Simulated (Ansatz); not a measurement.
# SiF4 + H2O: a complex and its separated parts

The complex below is one end of an elementary step. How strongly is it bound against its free parts?

The runs use Ansatz 0.2.0, Gaussian basis; PBE0-D4/def2-TZVP structures, single points in def2-TZVPP, no counterpoise correction.

Levels: SPW92, PBE-D4, BLYP-D4, r2SCAN-D4, B97M-V, PBE0-D4, B3LYP-D4, r2SCAN0-D4, BHLYP-D4, CAM-B3LYP-D4, wB97X-V, wB97M-V, B2PLYP, PBE-QIDH, RPA on PBE, Hartree-Fock, MP2, CCSD, CCSD(T).

Correlated methods freeze the cores. B3LYP uses VWN-RPA correlation. B2PLYP carries no dispersion term here.

94 further runs of the same task are left out: 94 set aside as unsound or not needed.

### Step 1. The system as given

The complex: 8 atoms, charge 0, spin multiplicity 1.

Atoms are counted from 1 here; the program's logs count them from 0.

Bond lengths: Si1–F2 1.567 Å, Si1–F3 1.567 Å, Si1–F4 1.572 Å, Si1–F5 1.560 Å, H6–O7 0.960 Å, O7–H8 0.960 Å. Angles: F2–Si1–F3 112.4°, F2–Si1–F4 105.9°, F2–Si1–F5 112.8°, F3–Si1–F4 105.9°, F3–Si1–F5 112.7°, F4–Si1–F5 106.5°, H6–O7–H8 105.7°.

As a file:

```mol
F4H2OSi
  3D, bonds by distance, orders not assigned

  8  6  0  0  0  0  0  0  0  0999 V2000
   -0.9450   -0.4785   -0.2611 Si  0  0
   -0.3567   -1.1382    1.0329 F   0  0
    0.0436   -0.5594   -1.4743 F   0  0
   -2.1889   -1.3519   -0.6607 F   0  0
   -1.4785    0.9669   -0.0140 F   0  0
    1.7055    0.6098    1.2075 H   0  0
    1.2824    0.9940    0.4356 O   0  0
    1.9375    0.9573   -0.2659 H   0  0
  1  2  8  0
  1  3  8  0
  1  4  8  0
  1  5  8  0
  6  7  8  0
  7  8  8  0
M  END
```

Its parts: SiF4 holds atoms 1, 2, 3, 4, 5; H2O holds atoms 6, 7, 8. Each part counts its atoms afresh in its own runs.

### Step 2. Relaxing SiF4 alone

Contents of relax-a/in.yaml:

```yaml
crystal:
  periodic: [false, false, false]
  atoms:
    - {symbol: Si, position_ang: [-0.945035, -0.478494, -0.261124]}
    - {symbol: F, position_ang: [-0.356667, -1.138160, 1.032878]}
    - {symbol: F, position_ang: [0.043628, -0.559407, -1.474322]}
    - {symbol: F, position_ang: [-2.188910, -1.351948, -0.660671]}
    - {symbol: F, position_ang: [-1.478518, 0.966856, -0.013991]}
basis:
  gaussian: {orbitals: def2-TZVP}
hamiltonian: {xc: pbe0, dispersion: d4}
relax: {f_tol: 0.005, max_steps: 200}
```

Command:

```sh
ansatz run in.yaml --threads 8 --pin off --events-out ev --progress --plain --max-ram 19148MiB
```

The runs that follow: Relaxing H2O alone; SPW92/def2-TZVPP; PBE-D4/def2-TZVPP; BLYP-D4/def2-TZVPP; r2SCAN-D4/def2-TZVPP; B97M-V/def2-TZVPP; PBE0-D4/def2-TZVPP; B3LYP-D4/def2-TZVPP; r2SCAN0-D4/def2-TZVPP; BHLYP-D4/def2-TZVPP; CAM-B3LYP-D4/def2-TZVPP; wB97X-V/def2-TZVPP; wB97M-V/def2-TZVPP; B2PLYP/def2-TZVPP; PBE-QIDH/def2-TZVPP; RPA on PBE/def2-TZVPP; CCSD(T)/def2-TZVPP; Vibrations of SiF4; Vibrations of H2O.

**Question.** What will these runs give? Wanted: complex less parts, CCSD(T)/def2-TZVPP; with zero-point energy; largest T1 diagnostic.

The runs gave:

| quantity | value |
| --- | --- |
| complex less parts, CCSD(T)/def2-TZVPP | -4.1 kcal/mol |
| with zero-point energy | -2.7 kcal/mol |
| largest T1 diagnostic | 0.011 |

What this shows: At CCSD(T) the complex lies 4.1 kcal/mol below its parts. Among the functionals PBE-QIDH lands nearest to CCSD(T) (0.0 kcal/mol) and SPW92 farthest (-4.0 kcal/mol). Mean unsigned error by rung: LDA 4.0, GGA 0.7, meta-GGA 1.3, hybrid 1.0, range-separated hybrid 1.2, double hybrid 0.3 kcal/mol. PBE-D4 gives a relative energy 0.8 kcal/mol too low, inside chemical accuracy (1 kcal/mol). No counterpoise was applied, and triple zeta lacks some correlation, so the CCSD(T) reference has a basis error of its own, and close matches with it are partly luck.
